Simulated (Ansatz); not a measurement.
## Molecular dynamics of Cu₃Sb₄O₁₂

The input (input.yaml):

```yaml
crystal:
  lattice:
    - [7.699366, 0.0, 0.0]
    - [0.0, 7.699366, 0.0]
    - [0.0, 0.0, 7.699366]
  atoms:
    - { symbol: Cu, position: [0.02725033, -0.03978958, 0.49571409] }
    - { symbol: Cu, position: [0.00917259, 0.50107966, -0.00949602] }
    - { symbol: Cu, position: [0.50355757, 0.0795519, 0.01920071] }
    - { symbol: Sb, position: [0.23069516, 0.25902829, 0.26195233] }
    - { symbol: Sb, position: [0.24985876, 0.74817532, 0.23925251] }
    - { symbol: Sb, position: [0.2574502, 0.23311094, 0.75210143] }
    - { symbol: Sb, position: [0.74463336, 0.26874194, 0.27191155] }
    - { symbol: O, position: [0.3025713, 0.81758337, 0.49654337] }
    - { symbol: O, position: [0.17913337, 0.70114858, -0.01706283] }
    - { symbol: O, position: [0.3340778, 0.19935931, 0.50894744] }
    - { symbol: O, position: [0.00689759, 0.14670129, 0.70256618] }
    - { symbol: O, position: [0.79270841, 0.52490442, 0.31677554] }
    - { symbol: O, position: [0.30528144, 0.01949945, 0.21138918] }
    - { symbol: O, position: [0.01039035, 0.17649688, 0.34582493] }
    - { symbol: O, position: [0.69979101, 0.02066883, 0.17397265] }
    - { symbol: O, position: [0.16938308, 0.29523889, 0.01988244] }
    - { symbol: O, position: [0.50289963, 0.27255182, 0.81701744] }
    - { symbol: O, position: [0.17014583, 0.49105038, 0.33295361] }
    - { symbol: O, position: [0.49158515, 0.32288449, 0.18579733] }
    - { symbol: Cu, position: [0.50483856, 0.5098076, -0.00139938] }
    - { symbol: Cu, position: [0.49205547, 0.00791535, 0.48369049] }
    - { symbol: Cu, position: [-0.04546528, 0.47138581, 0.50983984] }
    - { symbol: Sb, position: [0.75714306, 0.76175247, 0.73424692] }
    - { symbol: Sb, position: [0.76667762, 0.23629063, 0.76973741] }
    - { symbol: Sb, position: [0.73466098, 0.76705192, 0.22459859] }
    - { symbol: Sb, position: [0.26397912, 0.72106442, 0.74245449] }
    - { symbol: O, position: [0.81698609, 0.32985067, 0.02420379] }
    - { symbol: O, position: [0.67890696, 0.2058635, 0.5033253] }
    - { symbol: O, position: [0.81798696, 0.68787734, 0.00156631] }
    - { symbol: O, position: [0.49976189, 0.68733234, 0.1717937] }
    - { symbol: O, position: [0.30839651, -0.02770306, 0.78320096] }
    - { symbol: O, position: [0.79841903, 0.49897254, 0.69814802] }
    - { symbol: O, position: [0.5053548, 0.65097466, 0.78279797] }
    - { symbol: O, position: [0.18385516, 0.46985779, 0.70293369] }
    - { symbol: O, position: [0.71031022, 0.84013275, 0.49126915] }
    - { symbol: O, position: [-5.405e-05, 0.80930833, 0.28372306] }
    - { symbol: O, position: [0.68939651, 0.00482489, 0.81384517] }
    - { symbol: O, position: [0.02113614, 0.77206902, 0.68681715] }
basis:
  ecutwfc: 420.0
kpoints:
  mp_grid: { grid: [1, 1, 1] }
hamiltonian:
  xc: lda
scf:
  occupations: { method: fermi_dirac, width: 0.05 }
  lower_state_search: "off"
md:
  timestep: 1
  n_steps: 400
  ensemble: nvt_nose_hoover
  temperature: 1170.0
  initial_velocities: maxwell_boltzmann
  seed: 19121
  nose_hoover: { tau: 100.0, chain_length: 5 }
```

Run as:

```bash
$ ansatz run input.yaml --threads 2 --pin off --max-ram 5120MiB --backend cpu --events-out ev --progress --plain --runs-dir out
```

It goes on from the last frame of an earlier run, with new velocities.

Output, in part (step lines):

```
md step     0: t =     0.00 fs  T =  1170.0 K  F+E_penalty+E_count = -103323.49116901 eV  E_kin = 5.595665 eV  conserved = -103317.89550366 eV  (21 SCF iters)
md step     1: t =     1.00 fs  T =  1169.1 K  F+E_penalty+E_count = -103323.48669212 eV  E_kin = 5.591154 eV  conserved = -103317.89553867 eV  (19 SCF iters)
md step     2: t =     2.00 fs  T =  1163.9 K  F+E_penalty+E_count = -103323.46214564 eV  E_kin = 5.566606 eV  conserved = -103317.89554091 eV  (19 SCF iters)
md step     3: t =     3.00 fs  T =  1154.6 K  F+E_penalty+E_count = -103323.41742528 eV  E_kin = 5.521925 eV  conserved = -103317.89550926 eV  (19 SCF iters)
md step     4: t =     4.00 fs  T =  1141.1 K  F+E_penalty+E_count = -103323.35298908 eV  E_kin = 5.457575 eV  conserved = -103317.89544611 eV  (19 SCF iters)
md step     5: t =     5.00 fs  T =  1123.8 K  F+E_penalty+E_count = -103323.26982021 eV  E_kin = 5.374545 eV  conserved = -103317.89535680 eV  (7 SCF iters)
md step     6: t =     6.00 fs  T =  1102.8 K  F+E_penalty+E_count = -103323.16937085 eV  E_kin = 5.274298 eV  conserved = -103317.89524492 eV  (7 SCF iters)
md step     7: t =     7.00 fs  T =  1078.6 K  F+E_penalty+E_count = -103323.05350247 eV  E_kin = 5.158712 eV  conserved = -103317.89511234 eV  (6 SCF iters)
[... lines left out ...]
```

The steps, from the saved trajectory:

```csv
time (fs),T (K),potential energy less start (eV),conserved less start (meV/atom)
0,1170,0.000,0.00
13,897,1.310,0.04
26,809,1.762,0.04
39,1003,0.915,0.01
52,851,1.758,0.06
65,954,1.406,0.03
78,1033,1.232,0.04
91,1063,1.318,0.05
104,1144,1.184,0.06
117,1305,0.659,0.01
130,1128,1.706,0.09
143,1194,1.542,0.05
156,1209,1.592,0.07
169,1235,1.552,0.03
182,1150,2.014,0.07
195,1219,1.725,0.05
208,1109,2.279,0.08
221,1215,1.793,0.03
234,1049,2.607,0.09
247,1135,2.226,0.05
260,1136,2.256,0.06
273,1293,1.542,0.03
286,1074,2.621,0.09
299,1225,1.924,0.04
312,1282,1.685,0.07
325,1259,1.804,0.06
338,1281,1.694,0.04
351,1248,1.833,0.05
364,1285,1.617,0.04
377,1131,2.297,0.06
390,1159,2.111,0.06
```

All steps were run. The conserved energy stayed within 0.11 meV per atom of its start (net change 0.0034 meV per atom), so the integration is sound. A run of 0.4 ps of so small a system gives no equilibrium averages. Limits of this set-up: coarse k mesh.

Mean squared displacements from the first frame to the last, about the centre of mass: Cu 0.18 Å², Sb 0.06 Å², O 0.10 Å².

Last frame:

```xyz
38
Lattice="7.6994 0.0000 0.0000 0.0000 7.6994 0.0000 0.0000 0.0000 7.6994" Properties=species:S:1:pos:R:3
Cu 0.195 -0.314 4.223
Cu 0.027 3.783 -0.055
Cu 4.003 0.244 -0.188
Sb 1.826 1.852 2.059
Sb 1.910 5.805 2.094
Sb 1.886 1.772 5.850
Sb 5.708 2.169 1.863
O 2.232 6.232 4.167
O 1.173 5.464 0.149
O 2.313 1.540 3.969
O -0.113 1.269 5.284
O 6.473 3.969 2.190
O 2.442 -0.043 1.675
O -0.042 1.514 2.529
O 5.536 0.321 1.105
O 1.520 2.301 0.077
O 4.022 2.068 6.476
O 1.677 3.834 2.612
O 3.836 2.568 1.309
Cu 3.872 3.902 0.124
Cu 3.682 -0.280 3.411
Cu 0.293 3.666 3.829
Sb 5.747 5.804 5.698
Sb 5.754 2.041 5.612
Sb 5.811 5.955 1.843
Sb 1.881 5.687 5.946
O 6.307 2.471 -0.089
O 5.061 1.578 3.679
O 5.861 5.281 -0.132
O 3.876 5.388 1.606
O 2.466 -0.136 6.131
O 6.451 3.853 5.148
O 3.844 5.037 5.984
O 1.676 3.717 5.476
O 5.312 6.168 3.710
O -0.162 6.582 2.338
O 5.203 -0.030 5.714
O 0.037 6.035 5.431
```

Time of the run: 7.6 min on 2 threads of AMD EPYC 9R45 (Zen 5) (shared host), peak memory 0.7 GiB.
